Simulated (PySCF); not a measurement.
# H3NNd (Nd(NH3)2+): the cost of one run

The runs use PySCF 2.14.0; several levels, as the steps say, no spin–orbit coupling.

1 further run of the same task is left out (for a known fault of the program).

## Step 1: The system as given

5 atoms, charge 2, spin multiplicity 1.

Bond lengths: Nd1–N2 2.634 Å, N2–H3 1.030 Å, N2–H4 1.030 Å, N2–H5 1.030 Å. Angles: Nd1–N2–H3 115.2°, Nd1–N2–H4 115.2°, Nd1–N2–H5 115.2°, H3–N2–H4 103.2°, H3–N2–H5 103.2°, H4–N2–H5 103.2°.

As a file:

```xyz
5
H3NNd
Nd    0.0000    0.0000   -0.2393
N     0.0000    0.0000    2.3951
H     0.9317    0.0000    2.8338
H    -0.4659    0.8068    2.8338
H    -0.4658   -0.8069    2.8338
```

Formal oxidation states: Nd +2. Each metal's 4 4f electrons lie in its core potential, so multiplicities, spins and levels count the valence alone. An earlier session relaxed this geometry at PBE0, Nd lcecp-0-SVP with ECP50, N def2-SVP, H def2-SVP (singlet, point group C3v).

At PBE0 on the finer grid: E = -83.677743 Eh, frontier levels not given, since the 4f levels lie in the core, Mulliken charge on Nd1 +1.73 e, largest force component 0.002 eV/Å. 

Levels to run: PBE; wB97X; PBE0, TZVP. Hardware: 2 threads of Arm Neoverse V2, shared host.

## Step 2: PBE

File run.py (the lines that set the calculation):

```python
mol = gto.M(atom='''
Nd     0.00000     0.00000    -0.23932
N      0.00000     0.00000     2.39509
H      0.93166     0.00004     2.83379
H     -0.46586     0.80683     2.83379
H     -0.46580    -0.80686     2.83379''',
    basis={'Nd': 'lcecp-0-SVP', 'N': 'def2-SVP', 'H': 'def2-SVP'},
    ecp={'Nd': 'lcecp-0-SVP'},
    charge=2, spin=0)
mf = dft.RKS(mol, xc='PBE')
mf.grids.atom_grid = (75, 302)  # f atoms: unpruned, at least (60, 302)
mf = mf.density_fit()  # fitting sets: Nd AutoAux, N def2-universal-JKFIT, H def2-universal-JKFIT
mf.conv_tol = 1e-08; mf.max_cycle = 55
mf.kernel(dm0)  # dm0: the density of the relaxed state
```

Run with:

```
$ OMP_NUM_THREADS=2 python run.py
```

**Question.** How long does this run take on 2 threads of Arm Neoverse V2, shared host?

About 1.7 s.
